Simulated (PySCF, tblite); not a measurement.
# C8H8S: excited states, first hyperpolarisability

Aim: compute the excited states, first hyperpolarisability of C8H8S (`C=C/C=C/c1cccs1`).

Computed with tblite 0.8.0 and PySCF 2.14.0 and routines of our own; the level stands in each step. Atoms count from 0.

### 1 The system as given

17 atoms, charge 0, multiplicity 1; geometry from: force field or distance geometry start.

### 2 Optimising the geometry with GFN2-xTB

What the job is given:

```
{"job": {"kind": "relax", "xc": "GFN2-xTB", "basis": "xTB"}, "charge": 0, "multiplicity": 1}
C      3.728500     0.950700    -0.259000
C      2.799500     0.057900     0.064100
C      1.387300     0.260300    -0.039300
C      0.466300    -0.637900     0.284500
C     -0.941000    -0.312100     0.135500
C     -2.018700    -1.078200     0.401500
C     -3.234800    -0.543900     0.163000
C     -3.264000     0.721200    -0.326300
S     -1.796400     1.256000    -0.508000
H      4.752400     0.650500    -0.110500
H      3.438900     1.921700    -0.647500
H      3.118200    -0.926700     0.466900
H      0.980000     1.219900    -0.417100
H      0.814300    -1.601500     0.673900
H     -1.900500    -2.100200     0.814200
H     -4.174800    -1.108500     0.378000
H     -4.162100     1.282700    -0.569700
```

Launch:

```console
> OMP_NUM_THREADS=2 python excited_run.py task.json out
```

The driver reads the jobs from task.json and runs them one after another.

Output:

```text
step      E/eV     max force
  0    -662.49267    7.012
  1    -663.12503    1.924
  2    -663.25933    1.064
  3    -663.36704    0.919
  4    -663.42968    1.083
  5    -663.48366    0.684
  6    -663.51891    0.331
  7    -663.53220    0.303
  8    -663.54195    0.217
  9    -663.54605    0.156
 10    -663.54784    0.088
 11    -663.54839    0.068
 12    -663.54870    0.051
 13    -663.54898    0.053
 14    -663.54926    0.055
 15    -663.54952    0.053
 16    -663.54974    0.033
 17    -663.54989    0.029
 18    -663.54998    0.024
 19    -663.55004    0.018
 20    -663.55009    0.015
 21    -663.55011    0.013
 22    -663.55014    0.016
 23    -663.55016    0.018
 24    -663.55018    0.016
 25    -663.55021    0.015
 26    -663.55023    0.012
 27    -663.55026    0.016
 28    -663.55028    0.016
 29    -663.55031    0.018
 30    -663.55035    0.017
 31    -663.55038    0.016
 32    -663.55041    0.018
 33    -663.55043    0.014
 34    -663.55046    0.014
 35    -663.55048    0.012
 36    -663.55049    0.014
 37    -663.55051    0.014
 38    -663.55054    0.015
 39    -663.55056    0.018
 40    -663.55059    0.013
 41    -663.55061    0.013
 42    -663.55063    0.012
 43    -663.55064    0.013
 44    -663.55065    0.013
 45    -663.55066    0.009
```

Run time: 0.31 s. Hardware: 2 threads of Intel Xeon Platinum 8488C, shared host; peak memory 0.18 GiB.

The steps of the relaxation: (not every step is listed)

```
step  energy from step 0 (eV)  largest force (eV/Å)
   0                   0.0000                7.0124
   1                  -0.6324                1.9238
   2                  -0.7667                1.0642
   3                  -0.8744                0.9189
   4                  -0.9370                1.0829
   5                  -0.9910                0.6843
   6                  -1.0262                0.3314
   7                  -1.0395                0.3033
   8                  -1.0493                0.2170
  11                  -1.0557                0.0682
  14                  -1.0566                0.0553
  17                  -1.0572                0.0289
  20                  -1.0574                0.0154
  23                  -1.0575                0.0177
  26                  -1.0576                0.0123
  29                  -1.0576                0.0177
  32                  -1.0577                0.0177
  35                  -1.0578                0.0117
  38                  -1.0579                0.0153
  40                  -1.0579                0.0133
  41                  -1.0579                0.0130
  42                  -1.0580                0.0117
  43                  -1.0580                0.0128
  44                  -1.0580                0.0130
  45                  -1.0580                0.0088
```

Distances of close pairs at the start and the end, largest changes first:

```
  bond  before (Å)  after (Å)  change (Å)
 C4–S8       1.899      1.743      -0.155
 C7–S8       1.573      1.717      +0.145
 C5–C6       1.350      1.407      +0.057
C6–H15       1.117      1.075      -0.042
C5–H14       1.109      1.076      -0.033
C1–H11       1.111      1.083      -0.028
C2–H12       1.109      1.083      -0.026
 C4–C5       1.349      1.373      +0.024
```

The end geometry stands in the next job.

### 3 Vibrational analysis with GFN2-xTB

What the job is given:

```
{"job": {"kind": "ir", "xc": "GFN2-xTB", "basis": "xTB"}, "charge": 0, "multiplicity": 1}
C      3.733386     0.919899    -0.244830
C      2.772593     0.052903     0.071766
C      1.370319     0.330523    -0.069306
C      0.400545    -0.543940     0.252442
C     -1.001524    -0.299961     0.124699
C     -2.028640    -1.155667     0.437275
C     -3.303190    -0.612047     0.194759
C     -3.246501     0.652409    -0.300288
S     -1.631717     1.208178    -0.481758
H      4.776901     0.683468    -0.128032
H      3.502485     1.898690    -0.632321
H      3.031461    -0.924546     0.459682
H      1.100645     1.304519    -0.457968
H      0.663829    -1.519921     0.641900
H     -1.867593    -2.144292     0.829001
H     -4.223214    -1.137306     0.380079
H     -4.056780     1.299121    -0.572897
```

Output:

```text
mode    cm-1     km/mol
  1      63.3      0.37
  2      94.6      0.09
  3     136.4      0.22
  4     161.6      0.04
  5     264.1      0.45
  6     296.7      0.00
  7     351.6      0.01
  8     460.6      0.07
  9     486.2      1.43
 10     537.9      0.12
 11     597.9      1.11
 12     638.9      0.47
 13     703.2      2.38
 14     735.9     15.05
 15     743.8      7.87
 16     791.4      0.50
 17     808.6      5.71
 18     848.4      0.70
 19     853.5     17.44
 20     877.7     16.67
 21     951.8      1.05
 22     966.7      0.82
 23    1026.3     28.58
 24    1074.2      1.99
 25    1079.4      1.75
 26    1155.1      2.92
 27    1196.4      1.03
 28    1217.4     19.48
 29    1227.5      2.70
 30    1282.0      0.48
 31    1295.4      1.25
 32    1351.6      2.97
 33    1408.7      2.40
 34    1446.9     13.93
 35    1538.4      1.26
 36    1616.6      6.73
 37    1652.1      1.16
 38    3046.2      8.62
 39    3048.6      3.59
 40    3063.4     88.69
 41    3101.2     17.94
 42    3123.1     17.09
 43    3131.7     49.30
 44    3132.8     38.48
 45    3162.5      7.13
```

It took 0.65 s on 2 threads of Intel Xeon Platinum 8488C, shared host; peak memory 0.18 GiB.

Which atoms move in the most intense modes:

```
cm⁻¹  km/mol                                   atoms
 854    17.4              C7 56 %, S8 17 %, H16 12 %
1026    28.6  H11 43 %, H10 21 %, H12 18 %, H13 11 %
1217    19.5               C4 41 %, C3 16 %, C5 12 %
3063    88.7            H12 63 %, H11 15 %, H13 13 %
3101    17.9                       H10 69 %, H9 26 %
3123    17.1                      H15 52 %, H14 40 %
3132    49.3                       H9 65 %, H10 22 %
3133    38.5                      H14 51 %, H15 37 %
```

### 4 Excited states: TDA CAM-B3LYP/def2-SVPD

The job, as its differences from that of step 3:

```diff
@@ -1,2 +1,2 @@
-{"job": {"kind": "ir", "xc": "GFN2-xTB", "basis": "xTB"}, "charge": 0, "multiplicity": 1}
+{"job": {"kind": "states", "xc": "CAM-B3LYP", "basis": "def2-SVPD", "tda": true, "soc": true, "nstates": 8, "ntriplets": 4, "nquad": 4}, "charge": 0, "multiplicity": 1}
 C      3.733386     0.919899    -0.244830
```

Method: TDA CAM-B3LYP/def2-SVPD excited states, vertical, gas phase, spin-orbit mean-field couplings.

Output:

```text
coarse grid: 15272 points
cycle   1  E = -707.1644761122  dE =  1.782e+00  |g| = 3.210e-01  |ddm| = 9.598e+00
cycle   2  E = -707.1842226744  dE = -1.975e-02  |g| = 2.448e-01  |ddm| = 1.756e+00
cycle   3  E = -707.1988379301  dE = -1.462e-02  |g| = 6.881e-02  |ddm| = 6.916e-01
cycle   4  E = -707.2000006832  dE = -1.163e-03  |g| = 3.042e-02  |ddm| = 2.375e-01
cycle   5  E = -707.2002581902  dE = -2.575e-04  |g| = 6.040e-03  |ddm| = 9.050e-02
cycle   6  E = -707.2002688161  dE = -1.063e-05  |g| = 2.810e-03  |ddm| = 2.147e-02
cycle   7  E = -707.2002716922  dE = -2.876e-06  |g| = 8.629e-04  |ddm| = 8.501e-03
final grid: 144392 points
cycle   8  E = -707.3029882470  dE = -3.732e-05  |g| = 3.486e-03  |ddm| = 1.343e-01
cycle   9  E = -707.3029890471  dE = -8.001e-07  |g| = 3.183e-03  |ddm| = 1.883e-02
cycle  10  E = -707.3029916651  dE = -2.618e-06  |g| = 5.434e-04  |ddm| = 1.022e-02
cycle  11  E = -707.3029917401  dE = -7.501e-08  |g| = 2.061e-04  |ddm| = 1.788e-03
cycle  12  E = -707.3029917519  dE = -1.181e-08  |g| = 6.863e-05  |ddm| = 6.828e-04
cycle  13  E = -707.3029917532  dE = -1.318e-09  |g| = 1.373e-05  |ddm| = 2.355e-04
cycle  14  E = -707.3029917533  dE = -7.753e-11  |g| = 7.454e-06  |ddm| = 4.822e-05
converged SCF energy = -707.3029917533

Singlet excitations
state   eV       nm        f     d(h-e)  d(exc)  Lambda  PR(NTO)  |dmu|/D   mu/D   main configurations
  1   4.3687   283.8   0.89182   0.061   3.727   0.819   1.085    0.365    1.125   H->L 0.92
  2   5.3696   230.9   0.11969   0.943   3.610   0.535   1.356    2.849    3.399   H-1->L 0.80
  3   5.6178   220.7   0.00025   1.330   3.911   0.292   1.030    4.717    4.709   H->L+1 0.58, H->L+3 0.12, H->L+5 0.09
  4   5.9197   209.4   0.00003   0.242   4.141   0.322   1.065    0.562    0.743   H->L+3 0.64, H->L+1 0.22
  5   5.9679   207.8   0.13440   0.621   4.529   0.742   1.885                     H->L+2 0.60, H-2->L 0.30
  6   6.2229   199.2   0.00000   0.720   4.394   0.264   1.094                     H->L+4 0.82
  7   6.4131   193.3   0.01377   0.061   4.551   0.323   1.174                     H->L+5 0.70, H->L+3 0.11
  8   6.4731   191.5   0.00147   0.995   3.000   0.311   1.081                     H-1->L+1 0.47, H-1->L+3 0.18, H-1->L+5 0.09

Triplet excitations (Tamm-Dancoff)
state   eV     d(h-e)  d(exc)  Lambda  PR(NTO)   main configurations
  1   2.3381   0.061   3.360   0.833   1.145   H->L 0.92
  2   3.7840   0.110   2.717   0.751   2.089   H-2->L 0.46, H->L+2 0.44
  3   4.2015   0.788   3.108   0.517   1.061   H-1->L 0.83, H-1->L+2 0.11
  4   5.0029   0.111   2.428   0.730   2.774   H-4->L 0.31, H->L+10 0.30, H-2->L+2 0.20
S1 - T1 = 2.0306 eV

Spin-orbit couplings |<S|Hso|T>| (cm-1)
             T1       T2       T3       T4
S0        0.046    0.100    0.269    0.138
S1        0.005    0.033    0.197    0.006
S2        0.008    0.020    0.058    0.014
S3       20.692   18.397    5.259    7.777
S4        6.136    5.548    3.292    2.033
S5        0.038    0.043    0.047    0.023
S6        5.131    4.703    3.569    1.878
S7        4.983    4.172    1.844    2.994
S8        3.558    3.069   29.997    3.668
T1 sublevels (cm-1): 0.000 0.018 0.019   radiative rates (1/s): 0.000156 0.00185 0.000295
```

It took 45 s on 2 threads of Intel Xeon Platinum 8488C, shared host; peak memory 1.2 GiB.

From this job:

```
  quantity    value
S1 less T1  2.03 eV
```

### 5 Excited states: TDDFT BHandHLYP/def2-SVPD

The job, as its differences from that of step 4:

```diff
@@ -1,2 +1,2 @@
-{"job": {"kind": "states", "xc": "CAM-B3LYP", "basis": "def2-SVPD", "tda": true, "soc": true, "nstates": 8, "ntriplets": 4, "nquad": 4}, "charge": 0, "multiplicity": 1}
+{"job": {"kind": "states", "xc": "BHandHLYP", "basis": "def2-SVPD", "tpa": true, "nstates": 6, "nquad": 5, "ntriplets": 0}, "charge": 0, "multiplicity": 1}
 C      3.733386     0.919899    -0.244830
```

Method: TDDFT BHandHLYP/def2-SVPD excited states, vertical, gas phase, two-photon moments by quadratic response.

Output:

```text
coarse grid: 15272 points
cycle   1  E = -707.1711957358  dE =  1.855e+00  |g| = 3.343e-01  |ddm| = 9.172e+00
cycle   2  E = -707.1993975468  dE = -2.820e-02  |g| = 2.138e-01  |ddm| = 2.006e+00
cycle   3  E = -707.2099372801  dE = -1.054e-02  |g| = 8.584e-02  |ddm| = 7.200e-01
cycle   4  E = -707.2118383436  dE = -1.901e-03  |g| = 3.048e-02  |ddm| = 2.813e-01
cycle   5  E = -707.2120976886  dE = -2.593e-04  |g| = 5.817e-03  |ddm| = 9.128e-02
cycle   6  E = -707.2121069312  dE = -9.243e-06  |g| = 2.642e-03  |ddm| = 2.176e-02
final grid: 144392 points
cycle   7  E = -707.2779904472  dE = -2.041e-05  |g| = 4.347e-03  |ddm| = 1.317e-01
cycle   8  E = -707.2779863435  dE =  4.104e-06  |g| = 5.809e-03  |ddm| = 2.667e-02
cycle   9  E = -707.2779958752  dE = -9.532e-06  |g| = 5.850e-04  |ddm| = 1.507e-02
cycle  10  E = -707.2779959678  dE = -9.255e-08  |g| = 1.670e-04  |ddm| = 1.751e-03
cycle  11  E = -707.2779959768  dE = -9.016e-09  |g| = 6.995e-05  |ddm| = 6.377e-04
cycle  12  E = -707.2779959785  dE = -1.701e-09  |g| = 1.853e-05  |ddm| = 2.042e-04
cycle  13  E = -707.2779959787  dE = -1.801e-10  |g| = 8.317e-06  |ddm| = 8.917e-05
converged SCF energy = -707.2779959787

Singlet excitations
state   eV       nm        f     d(h-e)  d(exc)  Lambda  PR(NTO)  |dmu|/D   mu/D   delta(TPA)   sigma/GM   main configurations
  1   4.1240   300.6   0.69281   0.065   3.679   0.813   1.134    0.201    1.005       20.77      0.129   H->L 0.96
  2   5.3861   230.2   0.07300   1.066   3.573   0.532   1.354    3.467    4.002      685.67      7.287   H-1->L 0.86
  3   5.6317   220.2   0.00041   1.427   4.097   0.288   1.030    5.259    5.239        7.42      0.086   H->L+1 0.65, H->L+5 0.08
  4   5.9017   210.1   0.00012   0.326   4.186   0.320   1.057    0.573    1.175        0.28      0.004   H->L+3 0.65, H->L+1 0.20
  5   5.9577   208.1   0.23596   0.678   4.446   0.731   1.429    1.978    2.693    12343.62    160.509   H->L+2 0.83, H-2->L 0.09
  6   6.1765   200.7   0.26551   0.572   3.531   0.750   1.375                                            H-2->L 0.86
```

Wall time 39 s (2 threads of Intel Xeon Platinum 8488C, shared host); peak memory 1 GiB.

### 6 First hyperpolarisability: quadratic response LC-wPBE/def2-SVPD

The job, as its differences from that of step 5:

```diff
@@ -1,2 +1,2 @@
-{"job": {"kind": "states", "xc": "BHandHLYP", "basis": "def2-SVPD", "tpa": true, "nstates": 6, "nquad": 5, "ntriplets": 0}, "charge": 0, "multiplicity": 1}
+{"job": {"kind": "beta", "xc": "LC-wPBE", "basis": "def2-SVPD", "wavelengths": [1907, 1064]}, "charge": 0, "multiplicity": 1}
 C      3.733386     0.919899    -0.244830
```

Method: quadratic response LC-wPBE/def2-SVPD first hyperpolarisability, Taylor convention, gas phase.

Output:

```text
coarse grid: 15272 points
cycle   1  E = -706.9853339359  dE =  2.099e+00  |g| = 3.174e-01  |ddm| = 9.096e+00
cycle   2  E = -707.0199708591  dE = -3.464e-02  |g| = 1.768e-01  |ddm| = 1.642e+00
cycle   3  E = -707.0271952311  dE = -7.224e-03  |g| = 7.334e-02  |ddm| = 6.857e-01
cycle   4  E = -707.0289201713  dE = -1.725e-03  |g| = 1.785e-02  |ddm| = 2.576e-01
cycle   5  E = -707.0290386950  dE = -1.185e-04  |g| = 7.464e-03  |ddm| = 7.069e-02
cycle   6  E = -707.0290648133  dE = -2.612e-05  |g| = 2.563e-03  |ddm| = 3.225e-02
cycle   7  E = -707.0290702637  dE = -5.450e-06  |g| = 1.131e-03  |ddm| = 1.161e-02
final grid: 144392 points
cycle   8  E = -707.1336079784  dE = -3.313e-05  |g| = 5.223e-03  |ddm| = 1.416e-01
cycle   9  E = -707.1336112662  dE = -3.288e-06  |g| = 3.932e-03  |ddm| = 2.790e-02
cycle  10  E = -707.1336152166  dE = -3.950e-06  |g| = 4.496e-04  |ddm| = 1.447e-02
cycle  11  E = -707.1336152785  dE = -6.182e-08  |g| = 1.989e-04  |ddm| = 1.989e-03
cycle  12  E = -707.1336152935  dE = -1.499e-08  |g| = 5.098e-05  |ddm| = 9.896e-04
cycle  13  E = -707.1336152950  dE = -1.584e-09  |g| = 2.472e-05  |ddm| = 2.375e-04
cycle  14  E = -707.1336152955  dE = -5.100e-10  |g| = 8.984e-06  |ddm| = 1.126e-04
converged SCF energy = -707.1336152955

Lowest singlets (eV, f): 4.3316 0.6679  5.5399 0.1185  6.2047 0.0001

First hyperpolarisability (au)
process     nm      |vector|   parallel      HRS      DR
static         -      519.03     217.33     210.68    5.36
shg       1907.0      580.11     241.66     235.35   5.395
eope      1907.0      538.21     224.98          -       -
shg       1064.0      765.53      315.0     310.34   5.466
eope      1064.0      584.83     243.53          -       -
```

Run time: 44 s. Hardware: 2 threads of Intel Xeon Platinum 8488C, shared host; peak memory 1.1 GiB.

### 7 Results

| quantity | value |
| --- | --- |
| strongest single infrared mode (GFN2-xTB) | 3063 cm⁻¹, 89 km/mol |
| zero-point energy (GFN2-xTB) | 81.1 kcal/mol |
| S1 less T1 (step 4, TDA CAM-B3LYP/def2-SVPD) | 2.03 eV |
| β vector (step 6, quadratic response LC-wPBE/def2-SVPD) | static 519, SHG 1907.0 nm 580, SHG 1064.0 nm 766 au |

**Reading.** All 45 modes are real, so the xTB geometry is a minimum. The strongest single mode, at 3063 cm⁻¹, moves mainly H12. GFN2-xTB is a fitted tight-binding method: band positions and strengths are rough. Its intensities can rank the bands wrongly. In step 4, the number of triplets below S1 is 3, and the largest singlet-triplet spin-orbit coupling is S8–T3, 30.00 cm⁻¹. β grows from 519 au (static) to 766 au for doubling at 1064.0 nm: normal dispersion, which grows as twice the photon energy moves toward the bright states.
